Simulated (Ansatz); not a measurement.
# GaO₂+ (triplet): the correlation ladder, cc-pVTZ

The task here is to estimate one member of a computed series from the others.

Program: Ansatz 0.2.0, Gaussian basis. Level of theory: cc-pVTZ, core rule «outside noble gas», up to 16 orbitals frozen. These are calculated values, not measurements.

Plan: UHF; CCSD(T) on ROHF; CCSD(T) on UHF; BCCD(T) on ROHF; CCSDT(Q) on ROHF; CCSDT(Q) on UHF.

10 further runs of the same task are left out: 4 for a known fault of the program, 1 that didn't finish, 5 set aside as unsound or not needed.

## The geometry

The geometry is a PBE0/def2-TZVP stationary point (not a proven minimum) of the parent state, kept for this charge and spin. No spin-orbit coupling is included. The filled d shell of Ga may be among the frozen orbitals whatever the setting's name suggests; the logs give the count.

3 atoms, charge 1, spin multiplicity 3.

Atoms are counted from 1 here; the program's logs count them from 0.

Bond lengths: Ga1–O2 1.857 Å, O2–O3 1.292 Å. Angles: Ga1–O2–O3 180.0°.

The first run:

The input, in.yaml:

```yaml
crystal:
  periodic: [false, false, false]
  atoms:
    - {symbol: Ga, position_ang: [0.000000, 0.000000, 1.669000]}
    - {symbol: O, position_ang: [0.000000, 0.000000, -0.188300]}
    - {symbol: O, position_ang: [0.000000, 0.000000, -1.480700]}
basis:
  gaussian: {orbitals: cc-pVTZ}
total_charge: 1
magnetization: {spin_polarized: true, initial_magnetization: 2}
hamiltonian: {xc: hf}
output: {orbitals: {seedname: orbitals}}
```

Command:

```
> ansatz run in.yaml --threads 1 --pin off --events-out ev --progress --plain --max-ram 4096MiB --backend cpu
```

Among the steps run: UHF; CCSD(T) on ROHF; CCSD(T) on UHF; BCCD(T) on ROHF; CCSDT(Q) on ROHF; CCSDT(Q) on UHF.

One table of the session follows, with a row left open; its other results are not shown here.

It belongs to the step «Misses and costs». 

```
   method  from RCCSDT(Q) (meV)
     ROHF              +14423.1
      UHF              +13909.8
     RMP2               +1059.6
     UMP2               +1156.2
    RCCSD                +699.3
    UCCSD                     ?
 RCCSD(T)                 +66.0
 UCCSD(T)                 +67.3
  BCCD(T)                 +69.0
   RCCSDT                 +59.4
   UCCSDT                 +56.4
RCCSDT(Q)                     0
UCCSDT(Q)                 -11.4
```

Estimate the missing values for UCCSD.

**Answer.** from RCCSDT(Q) (meV): +674.5. In the column «from RCCSDT(Q) (meV)» it lies between BCCD(T) (+69.0) and RCCSD (+699.3).

To keep in mind: Restricted and unrestricted rows rest on different reference determinants; where their highest levels disagree by more than a few hundredths of an eV, they describe different states and don't form one ladder.
